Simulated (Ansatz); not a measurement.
Here is an Ansatz input file for MgAu3, space group Pm-3m. Write the same calculation for the Python package.

```yaml
crystal:
  lattice:
    - [4.106527, 0.0, 0.0]
    - [0.0, 4.106527, 0.0]
    - [0.0, 0.0, 4.106527]
  atoms:
    - { symbol: Mg, position: [0.0, 0.0, 0.0] }
    - { symbol: Au, position: [0.5, 0.5, 0.0] }
    - { symbol: Au, position: [0.5, 0.0, 0.5] }
    - { symbol: Au, position: [0.0, 0.5, 0.5] }
basis:
  ecutwfc: 470.0
kpoints:
  mp_grid:
    grid: [6, 6, 6]
    shift: [0.0, 0.0, 0.0]
  band_path:
    path:
      - [0.0, 0.0, 0.0]
      - [0.0, 0.5, 0.0]
      - [0.5, 0.5, 0.0]
      - [0.0, 0.0, 0.0]
      - [0.5, 0.5, 0.5]
      - [0.0, 0.5, 0.0]
    npoints: 4
hamiltonian:
  xc: lda
scf:
  n_extra_bands: 8
  convergence:
    dr2_threshold: 1.0e-07
  occupations:
    method: gaussian
    width: 0.05
```

The script, `mgau3_bands.py`:
```python
import warnings

import ansatz
import numpy as np

ECUT = 470
XC = 'lda'
SIGMA = 0.05
SCF_TOL = 1e-07
N_EMPTY = 8

warnings.simplefilter('ignore', ansatz.DeckWarning)

cell = (
    ansatz.Lattice.of([4.106527, 0.0, 0.0], [0.0, 4.106527, 0.0], [0.0, 0.0, 4.106527])
    .atom('Mg', [0.0, 0.0, 0.0])
    .atom('Au', [0.5, 0.5, 0.0])
    .atom('Au', [0.5, 0.0, 0.5])
    .atom('Au', [0.0, 0.5, 0.5])
)

path = [
    ('G', (0.0, 0.0, 0.0)),
    ('X', (0.0, 0.5, 0.0)),
    ('M', (0.5, 0.5, 0.0)),
    ('G', (0.0, 0.0, 0.0)),
    ('R', (0.5, 0.5, 0.5)),
    ('X', (0.0, 0.5, 0.0)),
]
job = (
    cell.calculation()
    .basis(ECUT)
    .functional(XC)
    .kpoints(6, center='gamma')
    .occupations(ansatz.OccupationsMethod.GAUSSIAN, width=SIGMA)
    .scf(tolerance=SCF_TOL)
    .band_structure([point for _, point in path], intervals=4)
    .scf(extra_bands=N_EMPTY)
)
history = []
result = job.session().plan().execute(on_event=lambda event: history.append(event['data']['dr2_ev']) if event['event'] == 'scf_iter' else None)
data = result.report
print('density residual by iteration (eV):', ' '.join(f'{value:.1e}' for value in history[:40]))

print(f'free energy      {data["free_energy_ev"]:.5f} eV')
print(f'per atom         {data["free_energy_ev"] / len(result.lattice.sites):.5f} eV')
print(f'SCF iterations   {data["n_iterations"]}  (converged: {data["converged"]})')

print('doubts on the final state:', data['published_state_doubts'] or 'none')
print('warnings:', sorted({n['data']['kind'] for n in result.notices if n['data'].get('severity') in ('warning', 'doubt')}) or 'none')

bands = result.band_structure()
fermi = bands.fermi_energy_ev
print(f'zero of the bands: {fermi:.3f} eV, the Fermi level found on the SCF mesh')
for spin, channel in enumerate(bands.channels):
    print('channel', spin, '- computed levels within 6 eV of the Fermi level')
    for i, (label, _) in enumerate(path):
        levels = channel.eigenvalues_ev[i * 4] - fermi
        print(f'  {label:3s}', ' '.join(f'{e:7.3f}' for e in levels if abs(e) < 6))
```

Running `python mgau3_bands.py` prints:
```text
density residual by iteration (eV): 1.4e-02 2.4e-03 2.3e-04 1.5e-05 1.0e-06 4.4e-08
free energy      -40498.06445 eV
per atom         -10124.51611 eV
SCF iterations   6  (converged: True)
doubts on the final state: none
warnings: none
zero of the bands: 17.117 eV, the Fermi level found on the SCF mesh
channel 0 - computed levels within 6 eV of the Fermi level
  G    -4.082  -4.082  -4.082  -3.077  -3.077  -2.453  -2.049  -2.049  -2.049   0.426   0.426   0.426   3.973   3.973
  X    -5.514  -5.514  -5.072  -4.761  -4.761  -4.508  -4.397  -3.994  -3.837  -3.837  -3.711  -2.986  -2.047   4.119   4.119   4.215   4.510   5.335   5.335   5.884
  M    -5.751  -5.621  -5.525  -5.359  -5.265  -5.265  -4.700  -4.700  -4.173  -4.109  -4.109  -3.733  -3.564  -3.554  -1.590  -0.769  -0.769
  G    -4.082  -4.082  -4.082  -3.077  -3.077  -2.453  -2.049  -2.049  -2.049   0.426   0.426   0.426   3.973   3.973
  R    -5.091  -5.091  -5.091  -4.056  -4.056  -4.056  -3.660  -3.660  -2.383  -2.383  -2.383  -1.565  -1.565  -1.565  -1.215   1.417   1.417   1.417   4.052
  X    -5.514  -5.514  -5.072  -4.761  -4.761  -4.508  -4.397  -3.994  -3.837  -3.837  -3.711  -2.986  -2.047   4.119   4.119   4.215   4.510   5.335   5.335   5.884
```

Reading the output:
- Total energies depend on the potentials; only differences at equal settings carry meaning.
- For a metal this k-point mesh is coarse: on a finer one energies can move by several to tens of meV an atom and pressures by half a GPa or more, differences at one mesh by less.
- This cell is a computed structure, which may not be the phase found in nature.
- Gaps and levels are Kohn-Sham values on a finite set of k-points, without spin-orbit coupling.
- Run time: 3.6 s on 1 thread of Intel(R) Xeon(R) Platinum 8375C CPU @ 2.90GHz (Ice Lake), on a shared host, peak memory 0.42 GiB.

(Lines on the test bed's own set-up are left out of the output.)
